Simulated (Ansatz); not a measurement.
# C2H9BOSi: a ladder of functionals and wavefunction methods

The task here is to estimate one member of a computed series from the others.

The runs use Ansatz 0.2.0, Gaussian basis; functionals in def2-TZVPP, the program's frozen cores in correlated methods.

Levels to be run: LDA (SPW92), PBE-D4, revPBE-D4, BLYP-D4, r2SCAN-D4, B97M-V, PBE0-D4, B3LYP-D4, r2SCANh-D4, r2SCAN0-D4, HSE06-D4, BHLYP-D4, CAM-B3LYP-D4, LC-ωPBE, ωB97X-V, ωB97M-V, B2PLYP, PBE-QIDH; CCSD(T)/def2-SVP; CCSD(T)/def2-TZVPP; MP2/def2-QZVPP; extrapolation to the limit; RPA on PBE.

### Structure used throughout

An earlier PBE0-D4 in a triple-zeta def2 set relaxation fixed the geometry.

SMILES `B[SiH](C)OC`, 14 atoms, charge 0, spin multiplicity 1.

Atoms are counted from 1 here; the program's logs count them from 0.

Bond lengths: B1–Si2 2.004 Å, B1–H6 1.198 Å, B1–H7 1.195 Å, Si2–C3 1.876 Å, Si2–O4 1.653 Å, Si2–H8 1.502 Å, C3–H9 1.093 Å, C3–H10 1.093 Å, C3–H11 1.093 Å, O4–C5 1.405 Å, C5–H12 1.092 Å, C5–H13 1.097 Å, C5–H14 1.098 Å. Angles: Si2–B1–H6 119.4°, Si2–B1–H7 123.5°, H6–B1–H7 117.2°, B1–Si2–C3 111.7°, B1–Si2–O4 109.5°, B1–Si2–H8 108.5°, C3–Si2–O4 111.3°, C3–Si2–H8 107.3°, O4–Si2–H8 108.4°, Si2–C3–H9 111.0°, Si2–C3–H10 111.5°, Si2–C3–H11 110.1°, H9–C3–H10 108.1°, H9–C3–H11 107.8°, H10–C3–H11 108.2°, Si2–O4–C5 122.6°, O4–C5–H12 108.5°, O4–C5–H13 111.7° and more.

Coordinates:

```mol
C2H9BOSi
  3D, bonds by distance, orders not assigned

 14 13  0  0  0  0  0  0  0  0999 V2000
   -0.4346    1.4707    1.9184 B   0  0
    0.1007    0.5590    0.2160 Si  0  0
    1.4929   -0.6674    0.4955 C   0  0
   -1.2193   -0.1737   -0.4576 O   0  0
   -1.1871   -0.7737   -1.7280 C   0  0
    0.3900    2.0688    2.5493 H   0  0
   -1.5496    1.4599    2.3492 H   0  0
    0.6074    1.5981   -0.7431 H   0  0
    1.7973   -1.1361   -0.4438 H   0  0
    1.1966   -1.4576    1.1893 H   0  0
    2.3657   -0.1576    0.9120 H   0  0
   -2.2064   -1.0469   -2.0083 H   0  0
   -0.5750   -1.6836   -1.7308 H   0  0
   -0.7916   -0.0891   -2.4893 H   0  0
  1  2  8  0
  2  3  8  0
  2  4  8  0
  4  5  8  0
  1  6  8  0
  1  7  8  0
  2  8  8  0
  3  9  8  0
  3 10  8  0
  3 11  8  0
  5 12  8  0
  5 13  8  0
  5 14  8  0
M  END
```

Set-up of the first run:

File in.yaml:

```yaml
crystal:
  periodic: [false, false, false]
  atoms:
    - {symbol: B, position_ang: [-0.434650, 1.470672, 1.918383]}
    - {symbol: Si, position_ang: [0.100742, 0.559037, 0.215998]}
    - {symbol: C, position_ang: [1.492875, -0.667432, 0.495494]}
    - {symbol: O, position_ang: [-1.219292, -0.173688, -0.457576]}
    - {symbol: C, position_ang: [-1.187061, -0.773659, -1.728048]}
    - {symbol: H, position_ang: [0.389952, 2.068789, 2.549334]}
    - {symbol: H, position_ang: [-1.549564, 1.459931, 2.349231]}
    - {symbol: H, position_ang: [0.607429, 1.598066, -0.743053]}
    - {symbol: H, position_ang: [1.797256, -1.136066, -0.443760]}
    - {symbol: H, position_ang: [1.196559, -1.457640, 1.189285]}
    - {symbol: H, position_ang: [2.365713, -0.157560, 0.911959]}
    - {symbol: H, position_ang: [-2.206403, -1.046879, -2.008302]}
    - {symbol: H, position_ang: [-0.574971, -1.683561, -1.730847]}
    - {symbol: H, position_ang: [-0.791585, -0.089109, -2.489300]}
basis:
  gaussian: {orbitals: def2-TZVPP}
hamiltonian: {xc: lda}
output: {orbitals: {seedname: orbitals}}
```

On the command line:

```bash
> ansatz run in.yaml --threads 4 --pin off --events-out ev --progress --plain --max-ram 10444MiB
```

Steps of the session up to this table: LDA; PBE-D4 (GGA); revPBE-D4 (GGA); BLYP-D4 (GGA); r2SCAN-D4 (meta-GGA); B97M-V (meta-GGA); PBE0-D4 (hybrid); B3LYP-D4 (hybrid); r2SCANh-D4 (hybrid); r2SCAN0-D4 (hybrid); HSE06-D4 (hybrid); BHLYP-D4 (hybrid); CAM-B3LYP-D4 (range-separated); LC-ωPBE (range-separated); ωB97X-V (range-separated); ωB97M-V (range-separated); B2PLYP (double hybrid); PBE-QIDH (double hybrid).

One of the session's tables, all rows but one given; the rest of the session is left out.

It belongs to the step «Orbital energies across the functionals». 

```
  functional  HOMO (eV)  LUMO (eV)  gap (eV)
 LDA (SPW92)      -6.47      -3.57      2.90
      PBE-D4      -6.35      -3.29      3.06
   revPBE-D4      -6.31      -3.17      3.13
     BLYP-D4      -6.27      -3.12      3.15
   r2SCAN-D4          ?          ?         ?
      B97M-V      -6.80      -3.10      3.69
     PBE0-D4      -7.79      -2.28      5.51
    B3LYP-D4      -7.58      -2.48      5.10
  r2SCANh-D4      -7.20      -2.59      4.61
  r2SCAN0-D4      -7.99      -2.08      5.91
    HSE06-D4      -7.39      -2.66      4.73
    BHLYP-D4      -9.05      -1.20      7.85
CAM-B3LYP-D4      -9.19      -1.15      8.04
     LC-ωPBE     -10.51       0.07     10.58
     ωB97X-V     -10.18      -0.06     10.13
     ωB97M-V     -10.03      -0.34      9.70
```

Estimate the missing values for r2SCAN-D4.

Worked estimate for «HOMO (eV)». Against the share of exact exchange, r2SCANh-D4 (0.1, -7.20), r2SCAN0-D4 (0.25, -7.99) give a slope of -5.27 per unit share; at 0 the line stands at -6.67.

As computed: HOMO (eV): -6.66; LUMO (eV): -2.94; gap (eV): 3.72. In «HOMO (eV)» the line misses by -0.01.
